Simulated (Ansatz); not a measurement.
# AlBrH3N: ionisation energy by level of theory

How much energy removes an electron from AlBrH3N at fixed geometry? The cation is run at each level and the neutral's energy taken from earlier runs.

Computed with Ansatz 0.2.0, Gaussian basis. Level: unrestricted cation, the program's frozen cores in correlated methods.

The runs, in order: UKS PBE-D4/def2-TZVPP; UKS r2SCAN-D4/def2-TZVPP; UKS PBE0-D4/def2-TZVPP; UKS B3LYP-D4/def2-TZVPP; UKS wB97X-V/def2-TZVPP; UKS wB97M-V/def2-TZVPP; UKS B2PLYP/def2-TZVPP; UHF-CCSD(T)/def2-TZVPP; UHF-MP2/def2-QZVPP; extrapolation to the limit; then −ε(HOMO) from the neutral's earlier runs with LDA (SPW92), PBE-D4, revPBE-D4, BLYP-D4, r2SCAN-D4, B97M-V, PBE0-D4, B3LYP-D4, r2SCANh-D4, r2SCAN0-D4, HSE06-D4, BHLYP-D4, CAM-B3LYP-D4, LC-ωPBE, ωB97X-V, ωB97M-V.

**1. The relaxed structure**

The geometry comes from an earlier relaxation with PBE0-D4 in a triple-zeta def2 set; it is a stationary point.

SMILES `[NH2][AlH][Br]`, 6 atoms, charge 0, spin multiplicity 1.

Atoms are counted from 1 here; the program's logs count them from 0.

Bond lengths: N1–Al2 1.756 Å, N1–H4 1.007 Å, N1–H5 1.007 Å, Al2–Br3 2.258 Å, Al2–H6 1.571 Å. Angles: Al2–N1–H4 124.3°, Al2–N1–H5 124.9°, H4–N1–H5 110.7°, N1–Al2–Br3 117.4°, N1–Al2–H6 121.8°, Br3–Al2–H6 120.8°.

**2. Cation, UKS PBE-D4/def2-TZVPP**

File in.yaml:

```yaml
crystal:
  periodic: [false, false, false]
  atoms:
    - {symbol: N, position_ang: [-0.538598, 0.312041, -0.786977]}
    - {symbol: Al, position_ang: [0.365172, -0.087983, 0.664593]}
    - {symbol: Br, position_ang: [1.476993, -2.053217, 0.688523]}
    - {symbol: H, position_ang: [-1.070311, 1.158633, -0.909725]}
    - {symbol: H, position_ang: [-0.597928, -0.268198, -1.607785]}
    - {symbol: H, position_ang: [0.406770, 0.874724, 1.905171]}
basis:
  gaussian: {orbitals: def2-TZVPP}
total_charge: 1
magnetization: {spin_polarized: true, initial_magnetization: 1}
hamiltonian: {xc: pbe, dispersion: d4}
```

The runs that follow: Cation, UKS r2SCAN-D4/def2-TZVPP; Cation, UKS PBE0-D4/def2-TZVPP; Cation, UKS B3LYP-D4/def2-TZVPP; Cation, UKS wB97X-V/def2-TZVPP; Cation, UKS wB97M-V/def2-TZVPP; Cation, UKS B2PLYP (frozen core)/def2-TZVPP; Cation, UHF-CCSD(T)/def2-TZVPP; Cation, UHF-MP2/def2-QZVPP.

**Question.** What will the summary of the whole plan be? Wanted: ionisation energy, CCSD(T)/CBS; nearest functional by difference; nearest −ε(HOMO); −ε(HOMO) of PBE; T1 of the cation.

The runs gave:

| quantity | value |
| --- | --- |
| ionisation energy, CCSD(T)/CBS | 10.38 eV |
| nearest functional by difference | ωB97X-V (-0.11 eV) |
| nearest −ε(HOMO) | ωB97X-V (-0.11 eV) |
| −ε(HOMO) of PBE | 6.43 eV |
| T1 of the cation | 0.020 |

**Reading.** By cation minus neutral, the functionals miss by 0.68 eV at most. −ε(HOMO) of PBE misses by 4.0 eV, since self-interaction lifts the level. Among orbital estimates ωB97X-V comes nearest. Hartree-Fock falls 1.59 eV short, as the neutral has more correlation energy than the cation. Correlated methods include outer-core shells of Br, which these sets cover unevenly. With outer-core shells in play the reference is unsure by up to some tenths of an eV, so close misses can't be ranked.
